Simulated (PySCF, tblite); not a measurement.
# C₆H₉NOSi: geometry, infrared bands and NMR shifts

Aim: predict the infrared bands and NMR shifts of C₆H₉NOSi (`CO[SiH2]c1ccccn1`).

The runs use tblite 0.8.0 and PySCF 2.14.0, with density-fitted response routines of our own; the level of theory stands in each step. All values are computed, except where a source is named. Atoms count from 0, in the outputs and in this text.

## Step 1: The molecule as given

18 atoms, charge 0, multiplicity 1; geometry from: force field or distance geometry start.

Bonds of the start (Å): C0–O1 1.42, O1–Si2 1.71, Si2–C3 1.86, C3–C4 1.37, C4–C5 1.39, C5–C6 1.38, C6–C7 1.39, C7–N8 1.37, N8–C3 1.35, C0–H9 1.11, C0–H10 1.10, C0–H11 1.12, Si2–H12 1.48, Si2–H13 1.48, C4–H14 1.11, C5–H15 1.08, C6–H16 1.10, C7–H17 1.09.

## Step 2: Geometry optimisation with GFN2-xTB

Job settings and geometry (Å):

```
{"job": {"kind": "relax", "xc": "GFN2-xTB", "basis": "xTB"}, "charge": 0, "multiplicity": 1}
C      3.496300     0.589500    -0.224100
O      2.242200     0.777400     0.419900
Si     1.340100    -0.641600     0.103100
C     -0.488700    -0.321800     0.109400
C     -1.041800     0.880800    -0.242500
C     -2.424500     1.041800    -0.214100
C     -3.180200    -0.031500     0.195400
C     -2.628200    -1.244500     0.572600
N     -1.266700    -1.355100     0.512900
H      3.348400     0.911000    -1.276700
H      4.295600     1.145300     0.288500
H      3.717600    -0.507000    -0.156000
H      1.695600    -1.151500    -1.240500
H      1.729500    -1.715500     1.039900
H     -0.418000     1.735800    -0.571800
H     -2.911600     1.969200    -0.475700
H     -4.277300     0.020100     0.258400
H     -3.237100    -2.096000     0.889500
```

Command:

```
OMP_NUM_THREADS=1 python probes_run.py task.json out
```

This one command runs all jobs of the session in turn.

**Question.** This job is followed by: GFN2-xTB harmonic vibrations, gas phase; GIAO PBE0/pcSseg-1 NMR shielding, non-relativistic, gas phase. Predict these results of the whole session: strongest single infrared mode (GFN2-xTB); zero-point energy (GFN2-xTB); ¹³C shifts against TMS (PBE0/pcSseg-1); ¹H shifts against TMS (PBE0/pcSseg-1, means over atoms taken as alike); ¹⁷O shifts against H2O (PBE0/pcSseg-1); ²⁹Si shifts against TMS (PBE0/pcSseg-1); ¹⁵N shifts against NH3 (PBE0/pcSseg-1).

**Answer**, as computed:

| quantity | value |
| --- | --- |
| strongest single infrared mode (GFN2-xTB) | 2202 cm⁻¹, 412 km/mol |
| zero-point energy (GFN2-xTB) | 83.7 kcal/mol |
| ¹³C shifts against TMS (PBE0/pcSseg-1) | 168.2, 155.1, 139.9, 136.5, 128.0, 54.2 ppm |
| ¹H shifts against TMS (PBE0/pcSseg-1, means over atoms taken as alike) | 9.05, 8.01, 7.90, 7.34, 5.19, 4.02 ppm |
| ¹⁷O shifts against H2O (PBE0/pcSseg-1) | -5.2 ppm |
| ²⁹Si shifts against TMS (PBE0/pcSseg-1) | -37.0 ppm |
| ¹⁵N shifts against NH3 (PBE0/pcSseg-1) | 376.8 ppm |

**Reading.** The optimisation took 142 steps and gained 0.747 eV; among the close pairs (by a distance rule), O1–Si2 changed most, from 1.711 to 1.626 Å. No mode is imaginary among the 48: a minimum at this level. The strongest single mode, at 2202 cm⁻¹, moves mainly H12 and H13. Unscaled tight-binding wavenumbers are off by several per cent, some by more. Its intensities can rank the bands wrongly. At PBE0/pcSseg-1: Shielding is most anisotropic at N8 (span 764 ppm, paramagnetic term -442 ppm). NICS(1)zz of -28 ppm above the planar ring from C3 marks a diatropic (aromatic) ring current.
